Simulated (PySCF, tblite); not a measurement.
# C5H15GeNSi: geometry, infrared bands and NMR shifts

Aim: predict the infrared bands and NMR shifts of C5H15GeNSi (`CN[C@@H]([GeH2][SiH3])C1CC1`).

The runs use tblite 0.8.0 and PySCF 2.14.0, with density-fitted response routines of our own; the level of theory stands in each step. All values are computed, except where a source is named. Atoms count from 0, in the outputs and in this text.

### 1 The starting structure

23 atoms, charge 0, multiplicity 1; geometry from: force field or distance geometry start.

Bonds of the start (Å): C0–N1 1.46, N1–C2 1.46, C2–Ge3 1.96, Ge3–Si4 2.32, C2–C5 1.54, C5–C6 1.52, C6–C7 1.51, C7–C5 1.51, C0–H8 1.11, C0–H9 1.12, C0–H10 1.11, N1–H11 1.04, C2–H12 1.12, Ge3–H13 1.54, Ge3–H14 1.54, Si4–H15 1.48, Si4–H16 1.46, Si4–H17 1.48, C5–H18 1.12, C6–H19 1.12, C6–H20 1.11, C7–H21 1.11, C7–H22 1.10.

### 2 Geometry optimisation with GFN2-xTB

Job settings and geometry (Å):

```
{"job": {"kind": "relax", "xc": "GFN2-xTB", "basis": "xTB"}, "charge": 0, "multiplicity": 1}
C     -1.078100     1.758100     1.623400
N      0.047800     1.455100     0.746100
C     -0.302200     0.480900    -0.289400
Ge     1.128300     0.415400    -1.624000
Si     3.098900    -0.226700    -0.575600
C     -0.492500    -0.922800     0.304700
C     -1.917900    -1.340200     0.610500
C     -1.195000    -1.918300    -0.587900
H     -1.350500     0.875200     2.242300
H     -1.971300     2.090700     1.034700
H     -0.809800     2.579000     2.317500
H      0.319600     2.344600     0.290500
H     -1.230300     0.823900    -0.823400
H      1.316000     1.806300    -2.258900
H      0.766600    -0.611800    -2.715900
H      3.421600     0.743400     0.488100
H      2.931600    -1.557100     0.011700
H      4.183700    -0.262900    -1.574700
H      0.297700    -1.352800     0.968400
H     -2.010900    -2.049900     1.470000
H     -2.717200    -0.605000     0.361100
H     -0.875500    -2.973200    -0.457500
H     -1.565300    -1.525000    -1.551800
```

Launch:

```bash
$ OMP_NUM_THREADS=1 python probes_run.py task.json out
```

This one command runs all jobs of the session in turn.

**Question.** This job is followed by: GFN2-xTB harmonic vibrations, gas phase; GIAO PBE0/pcSseg-1 NMR shielding, non-relativistic, gas phase. Predict these results of the whole session: strongest single infrared mode (GFN2-xTB); zero-point energy (GFN2-xTB); ¹³C shifts against TMS (PBE0/pcSseg-1); ¹H shifts against TMS (PBE0/pcSseg-1, means over atoms taken as alike); ¹⁵N shifts against NH3 (PBE0/pcSseg-1); ⁷³Ge shifts against GeMe4 (PBE0/pcSseg-1); ²⁹Si shifts against TMS (PBE0/pcSseg-1).

As calculated:

```
                                                              quantity                                                                  value
                             strongest single infrared mode (GFN2-xTB)                                                  1910 cm⁻¹, 568 km/mol
                                          zero-point energy (GFN2-xTB)                                                         112.9 kcal/mol
                                ¹³C shifts against TMS (PBE0/pcSseg-1)                                        62.5, 39.5, 17.0, 13.0, 3.4 ppm
¹H shifts against TMS (PBE0/pcSseg-1, means over atoms taken as alike)  3.86, 3.61, 3.59, 2.72, 1.99, 0.73, 0.67, 0.66, 0.51, 0.21, -0.01 ppm
                                ¹⁵N shifts against NH3 (PBE0/pcSseg-1)                                                               60.8 ppm
                             ⁷³Ge shifts against GeMe4 (PBE0/pcSseg-1)                                                               -250 ppm
                               ²⁹Si shifts against TMS (PBE0/pcSseg-1)                                                             -116.6 ppm
```

What this shows: The optimisation took 74 steps and gained 0.453 eV; among the close pairs (by a distance rule), C2–Ge3 changed most, from 1.957 to 2.004 Å. All 63 modes are real, so the xTB geometry is a minimum. The strongest single mode, at 1910 cm⁻¹, moves mainly H14. GFN2-xTB is a fitted tight-binding method: band positions and strengths are rough. Its intensities can rank the bands wrongly. At PBE0/pcSseg-1: The largest span, 208 ppm, is at Ge3, where the paramagnetic term is -1177 ppm. Spin-orbit coupling is left out, which matters for shieldings and couplings at and beside the heavy atoms.
